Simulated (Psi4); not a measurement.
# singlet CH2NSn−: levels of theory compared

We compute a comparison of 3 runs (HF/STO-3G, HF/3-21G, HSE06/def2-SVPD) of singlet CH2NSn−. 

The results are computed with Psi4 1.11.

1 further run of the same task is left out (set aside as unsound or not needed).

## 1. The system as given

The species is CH2NSn− (5 atoms), meant as a singlet with charge -1. SMILES of the parent species: `N#[C][SnH2]`. The shape is that of a PBE0-D4/def2-TZVP optimisation. That shape belongs to the parent species and isn't relaxed for this state.

Bond lengths: N1–C2 1.154 Å, C2–Sn3 2.115 Å, Sn3–H4 1.710 Å, Sn3–H5 1.710 Å. Angles: N1–C2–Sn3 175.8°, C2–Sn3–H4 105.7°, C2–Sn3–H5 105.7°, H4–Sn3–H5 113.6°.

## 2. A single-point energy at HF/STO-3G (run 1)

job.dat

```
memory 2200 MB

molecule geom {
  -1 1
  N      0.833800    -1.535700     1.665600
  C      0.506000    -0.851500     0.796000
  Sn     0.009600     0.331100    -0.886300
  H     -1.648500     0.038200    -1.184000
  H      0.349000     1.944400    -0.432600
  units angstrom
  symmetry c1
  no_reorient
  no_com
}

set {
  basis         STO-3G
  puream        true
  e_convergence 1e-09
  d_convergence 1e-08
  scf_type      pk
}

E, wfn = energy('scf', return_wfn=True)
oeprop(wfn, 'LOWDIN_CHARGES', 'QUADRUPOLE', 'MAYER_INDICES')
print_variables()
```

Run with:

```sh
$ psi4 -n 1 job.dat job.out
```

job.out:

```text
[...]
  Running in c1 symmetry.
[...]
  Nuclear repulsion =  186.006603346301944
[...]
  Multiplicity = 1
[...]
  Nalpha       = 33
  Nbeta        = 33
[...]
    Number of basis functions: 39
[...]
   @RHF iter   1: -6055.12456802929046   -3.75471e+00   1.55745e-02 ADIIS/DIIS
[...]
   @RHF iter  12: -6055.44689222531360   -6.36646e-12   1.22738e-09 DIIS
[...]
  @RHF Final Energy: -6055.44689222531360
   => Energetics <=
    Nuclear Repulsion Energy =            186.0066033463019437
    One-Electron Energy =               -8764.0380567704396526
    Two-Electron Energy =                2522.5845611988233941
    Total Energy =                      -6055.4468922253136043
[...]
 Multipole Moments:
 ------------------------------------------------------------------------------------
     Multipole            Electronic (a.u.)      Nuclear  (a.u.)        Total (a.u.)
 ------------------------------------------------------------------------------------
 L = 1.  Multiply by 2.5417464519 to convert [e a0] to [Debye]
 Dipole X            :        -16.0755939           15.2181535           -0.8574405
 Dipole Y            :         -4.2966164            5.0620094            0.7653929
 Dipole Z            :         56.1114104          -55.7401177            0.3712927
 Magnitude           :                                                    1.2078447
 L = 2.  Multiply by 1.3450342976 to convert [e a0^2] to [Debye ang]
 Quadrupole XX       :        -62.8014562           33.0206878          -29.7807684
 Quadrupole XY       :         40.0730757          -38.4741872            1.5988885
[...]
```

It took 4.8 s on 1 thread of Intel Xeon at 2.50GHz (Skylake/Cascade Lake), shared host; peak memory 0.18 GiB.

## 3. Energy and forces at HF/3-21G (run 2)

calc.inp

```
memory 2200 mb

molecule m {
  -1 1
  N      0.833800    -1.535700     1.665600
  C      0.506000    -0.851500     0.796000
  Sn     0.009600     0.331100    -0.886300
  H     -1.648500     0.038200    -1.184000
  H      0.349000     1.944400    -0.432600
  symmetry c1
}

set basis 3-21G
set puream true
set e_convergence 1e-09
set d_convergence 1e-08
set scf_type pk

energy_value, wavefunction = gradient("scf", return_wfn=True)
oeprop(wavefunction, "MULLIKEN_CHARGES", "DIPOLE", "WIBERG_LOWDIN_INDICES", title="SCF")
print_variables()
```

Run with:

```sh
$ psi4 calc.inp calc.out -n 1
```

calc.out:

```text
[...]
  Running in c1 symmetry.
[...]
  Nuclear repulsion =  186.006603346301944
[...]
  Multiplicity = 1
[...]
  Nalpha       = 33
  Nbeta        = 33
[...]
    Number of basis functions: 53
[...]
   @RHF iter   1: -6088.81451463507801   -3.74448e+00   1.32535e-02 DIIS/ADIIS
[...]
   @RHF iter  12: -6089.22937089530478   -6.36646e-12   5.41684e-09 DIIS
[...]
  @RHF Final Energy: -6089.22937089530478
   => Energetics <=
    Nuclear Repulsion Energy =            186.0066033463019437
    One-Electron Energy =               -8783.6001257150837773
    Two-Electron Energy =                2508.3641514734763405
    Total Energy =                      -6089.2293708953047826
[...]
  -Total Gradient:
     Atom            X                  Y                   Z
    ------   -----------------  -----------------  -----------------
       1        0.002587602863    -0.006834843752     0.010654973433
       2        0.000470660507     0.013662228086    -0.036181009085
       3       -0.034811864322     0.015053669791     0.054408042736
       4        0.023380737605    -0.003779907372    -0.011621717569
       5        0.008372863312    -0.018101146341    -0.017260289257
[...]
  Mulliken Charges: (a.u.)
   Center  Symbol    Alpha    Beta     Spin     Total
       1     N     3.78299  3.78299  0.00000 -0.56597
       2     C     3.05751  3.05751  0.00000 -0.11503
       3    SN    24.87713 24.87713  0.00000  0.24574
       4     H     0.64119  0.64119  0.00000 -0.28238
       5     H     0.64118  0.64118  0.00000 -0.28236
   Total alpha = 33.00000, Total beta = 33.00000, Total charge = -1.00000
  Wiberg Bond Indices using Orthogonal Lowdin Orbitals:
[...]
```

Wall time 7.5 s (1 thread of Intel Xeon at 2.50GHz (Skylake/Cascade Lake), shared host); peak memory 0.2 GiB.

## 4. The energy at HSE06/def2-SVPD (core potential) (run 3)

ch2nsn.py

```python
import psi4

psi4.set_memory('2200 MB')
psi4.set_num_threads(1)
psi4.set_output_file('ch2nsn.out', False)

geom = psi4.geometry("""
-1 1
N      0.833800    -1.535700     1.665600
C      0.506000    -0.851500     0.796000
Sn     0.009600     0.331100    -0.886300
H     -1.648500     0.038200    -1.184000
H      0.349000     1.944400    -0.432600
units angstrom
symmetry c1
no_reorient
no_com
""")

psi4.set_options({
    'basis': 'def2-SVPD',
    'puream': True,
    'e_convergence': 1e-09,
    'd_convergence': 1e-08,
    'scf_type': 'pk',
    'dft_radial_points': 99,
    'dft_spherical_points': 590,
})

e_tot = psi4.energy("hse06", molecule=geom)
print(f'total energy {e_tot:.8f} hartree = {e_tot * 27.211386:.5f} eV')
```

Run with:

```sh
$ python ch2nsn.py
```

ch2nsn.out:

```text
[...]
    !!!  WARNING: ECP capability is in beta. Please check occupations closely.  !!!
[...]
  Running in c1 symmetry.
[...]
  Nuclear repulsion =   94.907877767547262
[...]
  Multiplicity = 1
[...]
  Nalpha       = 19
  Nbeta        = 19
[...]
    Number of basis functions: 88
[...]
   @RKS iter   1:  -307.83879129955022   -1.12450e+00   8.04197e-03 ADIIS/DIIS
[...]
   @RKS iter  11:  -308.19231448590745   -3.34239e-11   8.65061e-09 DIIS
[...]
  @RKS Final Energy:  -308.19231448590745
   => Energetics <=
    Nuclear Repulsion Energy =             94.9078777675472622
    One-Electron Energy =                -699.0590968264950789
    Two-Electron Energy =                 320.2521909660575830
    DFT Exchange-Correlation Energy =     -24.2932863930171941
    Empirical Dispersion Energy =           0.0000000000000000
    VV10 Nonlocal Energy =                  0.0000000000000000
    Total Energy =                       -308.1923144859074455
[...]
 Multipole Moments:
 ------------------------------------------------------------------------------------
     Multipole            Electronic (a.u.)      Nuclear  (a.u.)        Total (a.u.)
 ------------------------------------------------------------------------------------
 L = 1.  Multiply by 2.5417464519 to convert [e a0] to [Debye]
 Dipole X            :        -15.4106019           14.7101951           -0.7004069
 Dipole Y            :         13.1597679          -12.4572636            0.7025043
 Dipole Z            :          8.9576534           -8.8439183            0.1137352
 Magnitude           :                                                    0.9985078
[...]
```

On the terminal:

```text
total energy -308.19231449 hartree = -8386.34003 eV
```

Run time: 68 s. Hardware: 1 thread of Intel Xeon at 2.50GHz (Skylake/Cascade Lake), shared host; peak memory 1 GiB.

## 5. The series

| run | level | task | core potential | energy (Eh) | HOMO energy (eV) | LUMO energy (eV) | HOMO–LUMO gap (eV) | wall time |
| --- | --- | --- | --- | --- | --- | --- | --- | --- |
| 1 | HF/STO-3G | energy | none | -6055.446892 | 3.16 | 16.23 | 13.08 | 4.8 s |
| 2 | HF/3-21G | gradient | none | -6089.229371 | -1.42 | 8.43 | 9.85 | 7.5 s |
| 3 | HSE06/def2-SVPD (core potential) | energy | def2 | -308.192314 | 0.24 | 3.67 | 3.43 | 68 s |

## 6. Outcome

| quantity | value |
| --- | --- |
| run 3: total energy | -308.19231 Eh |
| run 3: HOMO energy | 0.24 eV |
| run 3: LUMO energy | 3.67 eV |
| run 3: HOMO–LUMO gap (to an unbound level, set by the basis) | 3.43 eV |

The HOMO–LUMO gap runs from 3.43 eV (HSE06/def2-SVPD) to 13.08 eV (HF/STO-3G). The two ends differ in method and basis and core potential. The empty levels of an anion lie above zero and hang on the basis. Some runs of one species differ in core potentials or relativity; totals across that change don't compare. In runs 1, 3 the HOMO lies above zero, so the outermost electron may be held by the basis alone. In run 1 the basis is minimal, so the values are rough. In runs 1, 2 relativity is left out where basis or elements ask for it. All runs together took 81 s, the longest 68 s.
